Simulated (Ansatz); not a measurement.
# W7S16N (Tungstenite): the cost of one run

Method: DFT, PBE, plane-wave PAW, default files, scalar-relativistic, as far as a step names no other, in Ansatz 0.2.0.

The COD entry's cell or inner coordinates are ideal or old and differ from later refinements, so a difference from it is no clean test against experiment.

**1. The structure to begin with**

It takes space group P-6m2 (No. 187, hexagonal). Conventional cell: a = 6.360 Å, b = 6.360 Å, c = 12.500 Å, α = 90.00°, β = 90.00°, γ = 120.00°. N (site symmetry -6m2) has 6 S at 2.41 Å as nearest neighbours. W (site symmetry mm2) has 6 S at 2.41 Å as nearest neighbours. Around W (site symmetry -6m2) lie 6 S at 2.41 Å. Around S (site symmetry 3m) lie 3 W at 2.41 Å. S (site symmetry m) has 3 W at 2.41 Å as nearest neighbours. S (site symmetry m) is surrounded by 2 W at 2.41 Å and 1 N at 2.41 Å.

Structure file:

```cif
data_structure
_symmetry_space_group_name_H-M 'P 1'
_symmetry_Int_Tables_number 1
_cell_length_a 6.3600
_cell_length_b 6.3600
_cell_length_c 12.5000
_cell_angle_alpha 90.000
_cell_angle_beta 90.000
_cell_angle_gamma 120.000
_cell_volume 437.88
loop_
_atom_site_label
_atom_site_type_symbol
_atom_site_fract_x
_atom_site_fract_y
_atom_site_fract_z
_atom_site_occupancy
N1 N 0.16667 0.33333 0.25000 1
W1 W 0.16667 0.83333 0.25000 1
W2 W 0.66667 0.33333 0.25000 1
W3 W 0.66667 0.83333 0.25000 1
W4 W 0.33333 0.16667 0.75000 1
W5 W 0.33333 0.66667 0.75000 1
W6 W 0.83333 0.16667 0.75000 1
W7 W 0.83333 0.66667 0.75000 1
S1 S 0.16667 0.33333 0.62500 1
S2 S 0.16667 0.83333 0.62500 1
S3 S 0.66667 0.33333 0.62500 1
S4 S 0.66667 0.83333 0.62500 1
S5 S 0.33333 0.16667 0.12500 1
S6 S 0.33333 0.66667 0.12500 1
S7 S 0.83333 0.16667 0.12500 1
S8 S 0.83333 0.66667 0.12500 1
S9 S 0.16667 0.33333 0.87500 1
S10 S 0.16667 0.83333 0.87500 1
S11 S 0.66667 0.33333 0.87500 1
S12 S 0.66667 0.83333 0.87500 1
S13 S 0.33333 0.16667 0.37500 1
S14 S 0.33333 0.66667 0.37500 1
S15 S 0.83333 0.16667 0.37500 1
S16 S 0.83333 0.66667 0.37500 1
```

Atom 1 of the input is the impurity.

**2. First run, atoms as given**

Contents of input.yaml:

```yaml
crystal:
  lattice:
    - [6.36, 0.0, 0.0]
    - [-3.18, 5.507921568, 0.0]
    - [0.0, 0.0, 12.5]
  atoms:
    - { symbol: "N", position: [0.1666666666, 0.3333333334, 0.25], spin: 1.0 }
    - { symbol: W, position: [0.1666666666, 0.8333333334, 0.25] }
    - { symbol: W, position: [0.6666666666, 0.3333333334, 0.25] }
    - { symbol: W, position: [0.6666666666, 0.8333333334, 0.25] }
    - { symbol: W, position: [0.3333333334, 0.1666666666, 0.75] }
    - { symbol: W, position: [0.3333333334, 0.6666666666, 0.75] }
    - { symbol: W, position: [0.8333333334, 0.1666666666, 0.75] }
    - { symbol: W, position: [0.8333333334, 0.6666666666, 0.75] }
    - { symbol: S, position: [0.1666666666, 0.3333333334, 0.625] }
    - { symbol: S, position: [0.1666666666, 0.8333333334, 0.625] }
    - { symbol: S, position: [0.6666666666, 0.3333333334, 0.625] }
    - { symbol: S, position: [0.6666666666, 0.8333333334, 0.625] }
    - { symbol: S, position: [0.3333333334, 0.1666666666, 0.125] }
    - { symbol: S, position: [0.3333333334, 0.6666666666, 0.125] }
    - { symbol: S, position: [0.8333333334, 0.1666666666, 0.125] }
    - { symbol: S, position: [0.8333333334, 0.6666666666, 0.125] }
    - { symbol: S, position: [0.1666666666, 0.3333333334, 0.875] }
    - { symbol: S, position: [0.1666666666, 0.8333333334, 0.875] }
    - { symbol: S, position: [0.6666666666, 0.3333333334, 0.875] }
    - { symbol: S, position: [0.6666666666, 0.8333333334, 0.875] }
    - { symbol: S, position: [0.3333333334, 0.1666666666, 0.375] }
    - { symbol: S, position: [0.3333333334, 0.6666666666, 0.375] }
    - { symbol: S, position: [0.8333333334, 0.1666666666, 0.375] }
    - { symbol: S, position: [0.8333333334, 0.6666666666, 0.375] }
magnetization:
  spin_polarized: true
kpoints:
  mp_grid: { grid: [4, 4, 2] }
scf:
  occupations: { method: fermi_dirac, width: 0.01 }
hamiltonian:
  xc: pbe
  pseudopotentials: { kind: paw }
output:
  forces: true
  stress: true
  populations: true
  efg:
    quadrupole_moments_barn: { "N": 0.02044, S: -0.0694 }
    contact_densities: true
```

Command:

```sh
ansatz run input.yaml --threads 1 --pin off --max-ram 3072MiB --backend cpu --events-out ev --progress --plain --runs-dir out
```

**Question.** How long does this run take on 1 thread of Arm Neoverse V2, shared host, and how much memory does it need?

About 2.5 min, with a peak of 1.2 GiB.
